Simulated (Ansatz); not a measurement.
# GdBi (zincblende type): how the settings move a single-point run

How sensitive is a single-point run of GdBi (zincblende type) to its settings? A reference run comes first, then one run with altered input.

Method: reference: DFT, LDA, PAW with Ansatz's default frozen-core files, scalar-relativistic, in Ansatz 0.2.0.

2 further runs of the same task are left out: 2 that didn't finish.

### Step 1. The starting structure

Symmetry: F-43m, No. 216, cubic system. Conventional cell: a = 5.338 Å, b = 5.338 Å, c = 5.338 Å, α = 90.00°, β = 90.00°, γ = 90.00°. Around Gd (site symmetry -43m) lie 4 Bi at 2.31 Å. Around Bi (site symmetry -43m) lie 4 Gd at 2.31 Å.

As a file:

```
Gd Bi
1.0
     0.00000    2.66923    2.66923
     2.66923    0.00000    2.66923
     2.66923    2.66923    0.00000
Gd Bi
1 1
Direct
  0.00000 0.00000 0.00000
  0.25000 0.25000 0.25000
```

### Step 2. Baseline

input.yaml reads:

```yaml
crystal:
  lattice:
    - [0.0, 2.6692325902, 2.6692325902]
    - [2.6692325902, 0.0, 2.6692325902]
    - [2.6692325902, 2.6692325902, 0.0]
  atoms:
    - { symbol: Gd, position: [0.0, 0.0, 0.0], spin: 7.0 }
    - { symbol: Bi, position: [0.25, 0.25, 0.25] }
magnetization:
  spin_polarized: true
kpoints:
  mp_grid: { grid: [11, 11, 11] }
scf:
  occupations: { method: fermi_dirac, width: 0.05 }
hamiltonian:
  xc: lda
  pseudopotentials: { kind: paw }
output:
  forces: true
  stress: true
  eigenvalues: true
basis:
  ecutwfc: 800
```

On the command line:

```bash
$ ansatz run input.yaml --threads 1 --pin off --max-ram 3072MiB --backend cpu --events-out ev --progress --plain --runs-dir out
```

### Step 3. Changing settings: preconditioner local_kerker, scf.algorithm density_mixing

input.yaml, as its differences from that of step 2:

```diff
@@ -14,2 +14,4 @@
   occupations: { method: fermi_dirac, width: 0.05 }
+  mixing: { preconditioner: local_kerker }
+  algorithm: density_mixing
 hamiltonian:
@@ -21,2 +23,6 @@
   eigenvalues: true
+  write_density: true
+  write_potential: true
+  elf: true
+  volumetric_format: npy
 basis:
```

Q: Predict the outcome of this session. Wanted: for each run, ending; energy change; pressure; abs. moment; force.

As calculated:

```
                                                         run     ending  energy change  pressure (GPa)  abs. moment (μB)  force (eV/Å)  cycles  time
                                                   reference  converged              0           144.8              7.00          0.00      10  34 s
1: preconditioner local_kerker, scf.algorithm density_mixing  converged   0.0 meV/atom           144.8              7.00          0.00      10  42 s
```

Times don't compare one to one where runs were asked for different outputs or read a saved state (see the inputs); cycles may leave out searches for a lower state.

Residual by cycle in the longest SCF loop of each run; runs are numbered as in the table. The quantity is the density residual dr2, in eV.

```
cycle  reference    run 1
    1       2.14     2.14
    2        1.1     1.04
    3     0.0993   0.0644
    4    0.00945  0.00292
    5    0.00155  0.00101
    6     3.1e-4   8.7e-5
    7     1.7e-5   1.1e-6
    8     2.2e-6   7.5e-8
    9     1.4e-7   5.9e-9
   10     2.4e-8   1.1e-8
```

What this shows: Energy and cycle count are those of the reference, so the change (mixing and solver) left the result and the number of cycles as they were. The structure is not at rest: the sound run finds 145 GPa, so these are no properties of the relaxed crystal. 
